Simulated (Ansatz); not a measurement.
# F₂H₂MoO₃: up Jacob's ladder to CCSD(T)

The task here is to estimate one member of a computed series from the others.

Computed with Ansatz 0.2.0, Gaussian basis. Level: functionals in def2-TZVPP, the program's frozen cores in correlated methods.

Plan: LDA (SPW92), PBE-D4, revPBE-D4, BLYP-D4, r2SCAN-D4, B97M-V, PBE0-D4, B3LYP-D4, r2SCANh-D4, r2SCAN0-D4, HSE06-D4, BHLYP-D4, CAM-B3LYP-D4, LC-ωPBE, ωB97X-V, ωB97M-V, B2PLYP, PBE-QIDH; CCSD(T)/def2-SVP; CCSD(T)/def2-TZVPP; MP2/def2-QZVPP; extrapolation to the limit; RPA on PBE.

## The geometry

An earlier PBE0-D4 in a triple-zeta def2 set relaxation fixed the geometry. Mo takes the def2 core potential; no spin-orbit term is included.

8 atoms, charge 0, spin multiplicity 1.

Atoms are counted from 1 here; the program's logs count them from 0.

Bond lengths: O1–Mo2 1.649 Å, Mo2–O3 1.873 Å, Mo2–O4 1.870 Å, Mo2–F5 1.864 Å, Mo2–F6 1.844 Å, O3–H7 0.962 Å, O4–H8 0.962 Å. Angles: O1–Mo2–O3 109.5°, O1–Mo2–O4 98.9°, O1–Mo2–F5 112.4°, O1–Mo2–F6 104.0°, O3–Mo2–O4 90.3°, O3–Mo2–F5 138.0°, O3–Mo2–F6 85.0°, O4–Mo2–F5 85.5°, O4–Mo2–F6 156.9°, F5–Mo2–F6 83.0°, Mo2–O3–H7 119.9°, Mo2–O4–H8 125.3°.

The first run:

File in.yaml:

```yaml
crystal:
  periodic: [false, false, false]
  atoms:
    - {symbol: O, position_ang: [-1.425687, -0.464781, 1.225327]}
    - {symbol: Mo, position_ang: [-0.363587, 0.268395, 0.198350]}
    - {symbol: O, position_ang: [1.380572, 0.060497, 0.847701]}
    - {symbol: O, position_ang: [-0.095763, -1.144206, -0.998143]}
    - {symbol: F, position_ang: [-1.219451, 1.117535, -1.223633]}
    - {symbol: F, position_ang: [-0.228568, 1.988265, 0.850896]}
    - {symbol: H, position_ang: [1.762344, -0.819521, 0.922051]}
    - {symbol: H, position_ang: [0.282442, -1.063185, -1.878452]}
basis:
  gaussian: {orbitals: def2-TZVPP}
hamiltonian: {xc: lda}
output: {orbitals: {seedname: orbitals}}
```

The run is started by

```sh
> ansatz run in.yaml --threads 4 --pin off --events-out ev --progress --plain --max-ram 10444MiB
```

Among the steps run: LDA; PBE-D4 (GGA); revPBE-D4 (GGA); BLYP-D4 (GGA); r2SCAN-D4 (meta-GGA); B97M-V (meta-GGA); B3LYP-D4 (hybrid); r2SCANh-D4 (hybrid); r2SCAN0-D4 (hybrid); HSE06-D4 (hybrid); BHLYP-D4 (hybrid); CAM-B3LYP-D4 (range-separated); LC-ωPBE (range-separated); ωB97X-V (range-separated); ωB97M-V (range-separated); B2PLYP (double hybrid); PBE-QIDH (double hybrid).

One table of the session follows, with a row left open; its other results are not shown here.

It belongs to the step «Frontier levels by functional». 

```
  functional  HOMO (eV)  LUMO (eV)  gap (eV)
 LDA (SPW92)      -8.35      -4.90      3.45
      PBE-D4      -8.09      -4.64      3.45
   revPBE-D4      -8.00      -4.54      3.45
     BLYP-D4      -8.01      -4.58      3.42
   r2SCAN-D4      -8.51      -4.71      3.80
      B97M-V      -8.57      -4.69      3.89
     PBE0-D4      -9.80      -4.01      5.79
    B3LYP-D4      -9.54      -4.26      5.29
  r2SCANh-D4      -9.15      -4.45      4.69
  r2SCAN0-D4          ?          ?         ?
    HSE06-D4      -9.39      -4.39      5.00
    BHLYP-D4     -11.47      -3.21      8.26
CAM-B3LYP-D4     -11.29      -2.95      8.34
     LC-ωPBE     -12.59      -1.70     10.89
     ωB97X-V     -12.24      -1.79     10.45
     ωB97M-V     -12.18      -1.81     10.37
```

Q: Estimate the row for r2SCAN0-D4 from the others.

Worked estimate for «HOMO (eV)». Against the share of exact exchange, r2SCAN-D4 (0, -8.51), r2SCANh-D4 (0.1, -9.15) give a slope of -6.40 per unit share; at 0.25 the line stands at -10.11.

The run gave: HOMO (eV): -10.11; LUMO (eV): -4.04; gap (eV): 6.07. In «HOMO (eV)» the line misses by 0.00.
